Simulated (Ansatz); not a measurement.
# CrO2 (P4_2/mnm): a single-point run

The task is a single-point run on CrO2 (P4_2/mnm). The structure is shown as the input types it.

Program: Ansatz 0.2.0. Level of theory: Kohn-Sham DFT, with the functional, basis and potentials that each input names. These are calculated values, not measurements.

1 further run of the same task is left out (it didn't finish). Runs told in other sessions of the task aren't counted.

## Step 1: The system as given

Symmetry: P4_2/mnm, No. 136, tetragonal system. Conventional cell: a = 4.403 Å, b = 4.403 Å, c = 2.913 Å, α = 90.00°, β = 90.00°, γ = 90.00°. Cr (site symmetry mmm) is surrounded by 6 O at 1.89 to 1.91 Å. O (site symmetry m2m) is surrounded by 3 Cr at 1.89 to 1.91 Å.

Structure file:

```xyz
6
Lattice="4.4031 0.0000 0.0000 0.0000 4.4031 0.0000 0.0000 0.0000 2.9128" Properties=species:S:1:pos:R:3 pbc="T T T"
Cr    0.0000    0.0000    0.0000
Cr    2.2015    2.2015    1.4564
O     1.3330    1.3330    0.0000
O     0.8685    3.5346    1.4564
O     3.0700    3.0700    0.0000
O     3.5346    0.8685    1.4564
```

## Step 2: The run

File input.yaml:

```yaml
crystal:
  lattice:
    - [4.4030760031, 0.0, 0.0]
    - [0.0, 4.4030760031, 0.0]
    - [0.0, 0.0, 2.912849265]
  atoms:
    - { symbol: Cr, position: [0.0, 0.0, 0.0], spin: 2.0 }
    - { symbol: Cr, position: [0.5, 0.5, 0.5], spin: 2.0 }
    - { symbol: O, position: [0.302749254, 0.302749254, 0.0] }
    - { symbol: O, position: [0.197250746, 0.802749254, 0.5] }
    - { symbol: O, position: [0.697250746, 0.697250746, 0.0] }
    - { symbol: O, position: [0.802749254, 0.197250746, 0.5] }
basis:
  ecutwfc: 500
  ecutrho_ratio: 4
kpoints:
  mp_grid: { grid: [6, 6, 10] }
hamiltonian:
  xc: gga
scf:
  occupations: { method: gaussian, width: 0.05 }
  max_iter: 100
output:
  forces: true
  stress: true
magnetization:
  spin_polarized: true
```

Launch:

```console
> ansatz run input.yaml --threads 4 --pin off --max-ram 7168MiB --backend cpu --events-out ev --progress --plain --runs-dir out
```

What happens when this is run?

The run ended at the input check. The line that matters: «line 19 column 7: hamiltonian.xc: unknown variant `gga`, expected one of `lda`, `lda-pw`, `pw92`, `pbe`, `pbesol`, `rpbe`, `revpbe`, `blyp`, ...»

In the input, hamiltonian.xc is gga. The functional or method isn't one that the program knows by that name.

The cure: set hamiltonian.xc to r2scan. Any name on the list would pass the check; a listed functional of a like name need not be the same functional.
